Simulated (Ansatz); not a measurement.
# CH7AlSi2, SMILES C1[SiH2][AlH][SiH2]1: a geometry optimisation

Computed with the Python package of Ansatz (0.2.0).

`run_opt.py`
```python
"""Geometry optimisation of CH7AlSi2."""

import itertools

import ansatz as az
from ase.data import atomic_numbers, covalent_radii
import numpy as np

geometry_ang = [
    ("C", (-0.6571, 0.3647, -0.8201)),
    ("Si", (-0.9892, -1.0366, 0.3223)),
    ("Al", (1.1349, -0.7663, 1.2232)),
    ("Si", (1.1343, 0.8929, -0.4422)),
    ("H", (-0.8031, 0.0876, -1.9085)),
    ("H", (-1.3968, 1.259, -0.5924)),
    ("H", (-1.1029, -2.2946, -0.4115)),
    ("H", (-2.023, -0.7535, 1.2832)),
    ("H", (1.6521, -0.6594, 2.7994)),
    ("H", (1.1665, 2.252, 0.1121)),
    ("H", (1.9497, 0.5972, -1.5448)),
]
molecule = az.Crystal.molecule()
for symbol, xyz in geometry_ang:
    molecule = molecule.atom(symbol, xyz)

calculation = molecule.calculation().basis(gaussian="6-31G*").functional("r2scan")
symbols = [site.symbol for site in molecule.cartesian_sites]
start = np.array([site.position_ang for site in molecule.cartesian_sites], dtype=float)
def progress(event):
    if event["event"] == "relax_step":
        row = event["data"]
        print(f"step {row['step']:3d}  E = {row['lagrangian_ev']:.6f} eV  largest force component {row['allowed_force_max_ev_ang']:.4f} eV/A")


report = calculation.relax(force_tolerance=0.005).session().plan().execute(on_event=progress).report
end = np.array(report["positions_ang"])

print("reference energy %16.6f eV" % report["reference_energy_ev"])
print("total energy     %16.6f eV" % report["free_energy_ev"])
print("occupied orbitals outside the frozen core (up, down):", report["n_occupied"], " frozen:", report["n_frozen"], " virtual:", report["n_virtual"])

# pairs closer than 1.2 times the sum of covalent radii, before or after
radius = [covalent_radii[atomic_numbers[s]] for s in symbols]
span = lambda where, i, j: np.linalg.norm(where[i] - where[j])
bonded = [(i, j) for i, j in itertools.combinations(range(len(symbols)), 2) if min(span(start, i, j), span(end, i, j)) < 1.2 * (radius[i] + radius[j])]
print("pair        before    after (A)")
for i, j in bonded:
    print(f"{symbols[i]}{i}-{symbols[j]}{j}".ljust(10), f"{span(start, i, j):8.4f} {span(end, i, j):8.4f}")

charges = report["charge_distribution"]
dipole = np.array(charges["dipole_moment_e_ang"]) * 4.803205
print("dipole (D): {:.3f} {:.3f} {:.3f}, length {:.3f}".format(*dipole, np.linalg.norm(dipole)))
print("atom  Mulliken   Lowdin")
for symbol, m, l in zip(symbols, charges["mulliken_charges_e"], charges["lowdin_charges_e"]):
    print(f"{symbol:4s} {m:9.3f} {l:8.3f}")
```

Running `python run_opt.py` prints:
```text
step   1  E = -23497.208029 eV  largest force component 2.4964 eV/A
step   2  E = -23497.933840 eV  largest force component 1.0159 eV/A
step   3  E = -23498.039095 eV  largest force component 0.5248 eV/A
step   4  E = -23498.062673 eV  largest force component 0.3186 eV/A
step   5  E = -23498.104441 eV  largest force component 0.1154 eV/A
step   6  E = -23498.127576 eV  largest force component 0.1046 eV/A
step   7  E = -23498.132807 eV  largest force component 0.1252 eV/A
step   8  E = -23498.130523 eV  largest force component 0.2657 eV/A
step   9  E = -23498.135750 eV  largest force component 0.1702 eV/A
step  10  E = -23498.143362 eV  largest force component 0.0229 eV/A
step  11  E = -23498.143641 eV  largest force component 0.0369 eV/A
step  12  E = -23498.144077 eV  largest force component 0.0207 eV/A
step  13  E = -23498.144133 eV  largest force component 0.0084 eV/A
step  14  E = -23498.144151 eV  largest force component 0.0030 eV/A
reference energy    -23498.144165 eV
total energy        -23498.144165 eV
occupied orbitals outside the frozen core (up, down): [27, 27]  frozen: 0  virtual: [59, 59]
pair        before    after (A)
C0-Si1       1.8382   1.9183
C0-Si3       1.9055   1.9183
C0-H4        1.1326   1.0972
C0-H5        1.1827   1.1005
Si1-Al2      2.3230   2.4614
Si1-H6       1.4608   1.4992
Si1-H7       1.4395   1.4971
Al2-Si3      2.3509   2.4613
Al2-H8       1.6623   1.5957
Si3-H9       1.4681   1.4971
Si3-H10      1.4029   1.4992
dipole (D): -0.036 0.279 0.611, length 0.672
atom  Mulliken   Lowdin
C       -0.773   -0.571
Si       0.164    0.158
Al       0.296    0.126
Si       0.164    0.158
H        0.219    0.174
H        0.204    0.186
H       -0.047   -0.030
H       -0.048   -0.048
H       -0.084   -0.073
H       -0.048   -0.048
H       -0.047   -0.030
```

Caveats:
- Total energies depend on the basis set; only differences at equal settings carry meaning.
- The end point is the stationary point reached from this start; no frequency run checks that it is a minimum, and the basis set is modest.
- The Löwdin charges here are taken after orthogonalising the functions within each atom; they differ from plain Löwdin charges, and their signs can be unphysical.
- Finished in 110 s on 1 thread of Arm Neoverse V1, on a shared host, peak memory 0.23 GiB.

(Lines on the test bed's own set-up are left out of the output.)
